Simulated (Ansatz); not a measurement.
# CH7BFPSi: one species, many methods

The task here is to estimate one member of a computed series from the others.

Computed with Ansatz 0.2.0, Gaussian basis. Level: functionals in def2-TZVPP, the program's frozen cores in correlated methods.

Plan: LDA (SPW92), PBE-D4, revPBE-D4, BLYP-D4, r2SCAN-D4, B97M-V, PBE0-D4, B3LYP-D4, r2SCANh-D4, r2SCAN0-D4, HSE06-D4, BHLYP-D4, CAM-B3LYP-D4, LC-ωPBE, ωB97X-V, ωB97M-V, B2PLYP, PBE-QIDH; CCSD(T)/def2-SVP; CCSD(T)/def2-TZVPP; MP2/def2-QZVPP; extrapolation to the limit; RPA on PBE.

**The geometry**

The geometry comes from an earlier relaxation with PBE0-D4 in a triple-zeta def2 set; it is a stationary point, not always the lowest conformer.

SMILES `BP[SiH](C)F`, 12 atoms, charge 0, spin multiplicity 1.

Atoms are counted from 1 here; the program's logs count them from 0.

Bond lengths: B1–P2 1.845 Å, B1–H6 1.194 Å, B1–H7 1.193 Å, P2–Si3 2.228 Å, P2–H8 1.412 Å, Si3–C4 1.854 Å, Si3–F5 1.604 Å, Si3–H9 1.483 Å, C4–H10 1.093 Å, C4–H11 1.093 Å, C4–H12 1.092 Å. Angles: P2–B1–H6 118.3°, P2–B1–H7 120.5°, H6–B1–H7 120.8°, B1–P2–Si3 104.7°, B1–P2–H8 106.6°, Si3–P2–H8 105.5°, P2–Si3–C4 114.1°, P2–Si3–F5 108.6°, P2–Si3–H9 105.6°, C4–Si3–F5 107.6°, C4–Si3–H9 113.0°, F5–Si3–H9 107.7°, Si3–C4–H10 110.4°, Si3–C4–H11 110.1°, Si3–C4–H12 111.0°, H10–C4–H11 108.7°, H10–C4–H12 108.4°, H11–C4–H12 108.2°.

Set-up of the first run:

Input file in.yaml:

```yaml
crystal:
  periodic: [false, false, false]
  atoms:
    - {symbol: B, position_ang: [-1.023343, 1.654377, 1.346053]}
    - {symbol: P, position_ang: [0.620775, 0.818041, 1.374062]}
    - {symbol: Si, position_ang: [0.889388, 0.032663, -0.693524]}
    - {symbol: C, position_ang: [-0.056814, -1.523119, -1.041702]}
    - {symbol: F, position_ang: [2.445279, -0.285791, -0.921472]}
    - {symbol: H, position_ang: [-1.270023, 2.389977, 0.438120]}
    - {symbol: H, position_ang: [-1.767244, 1.558624, 2.273511]}
    - {symbol: H, position_ang: [0.480604, -0.321576, 2.196441]}
    - {symbol: H, position_ang: [0.520611, 1.150606, -1.595315]}
    - {symbol: H, position_ang: [0.170497, -1.891149, -2.045490]}
    - {symbol: H, position_ang: [-1.130487, -1.332768, -0.974075]}
    - {symbol: H, position_ang: [0.197754, -2.304987, -0.322708]}
basis:
  gaussian: {orbitals: def2-TZVPP}
hamiltonian: {xc: lda}
output: {orbitals: {seedname: orbitals}}
```

Started as:

```console
ansatz run in.yaml --threads 4 --pin off --events-out ev --progress --plain --max-ram 10444MiB
```

Steps of the session up to this table: LDA; PBE-D4 (GGA); revPBE-D4 (GGA); BLYP-D4 (GGA); r2SCAN-D4 (meta-GGA); B97M-V (meta-GGA); PBE0-D4 (hybrid); B3LYP-D4 (hybrid); r2SCANh-D4 (hybrid); r2SCAN0-D4 (hybrid); HSE06-D4 (hybrid); BHLYP-D4 (hybrid); CAM-B3LYP-D4 (range-separated); LC-ωPBE (range-separated); ωB97X-V (range-separated); ωB97M-V (range-separated); B2PLYP (double hybrid); PBE-QIDH (double hybrid).

One table of the session follows, with a row left open; its other results are not shown here.

It belongs to the step «Orbital energies across the functionals». 

```
  functional  HOMO (eV)  LUMO (eV)  gap (eV)
 LDA (SPW92)          ?          ?         ?
      PBE-D4      -6.53      -2.70      3.84
   revPBE-D4      -6.48      -2.60      3.88
     BLYP-D4      -6.34      -2.52      3.83
   r2SCAN-D4      -6.73      -2.42      4.31
      B97M-V      -6.83      -2.48      4.34
     PBE0-D4      -7.54      -1.80      5.73
    B3LYP-D4      -7.31      -1.98      5.33
  r2SCANh-D4      -7.11      -2.11      5.00
  r2SCAN0-D4      -7.67      -1.64      6.03
    HSE06-D4      -7.14      -2.18      4.96
    BHLYP-D4      -8.38      -0.80      7.58
CAM-B3LYP-D4      -8.74      -0.72      8.03
     LC-ωPBE     -10.06       0.38     10.44
     ωB97X-V      -9.73       0.31     10.04
     ωB97M-V      -9.59       0.11      9.70
```

Q: Estimate the row for LDA (SPW92) from the others.

The run gave: HOMO (eV): -6.67; LUMO (eV): -2.94; gap (eV): 3.74. In the column «HOMO (eV)» it lies between r2SCAN-D4 (-6.73) and PBE-D4 (-6.53).
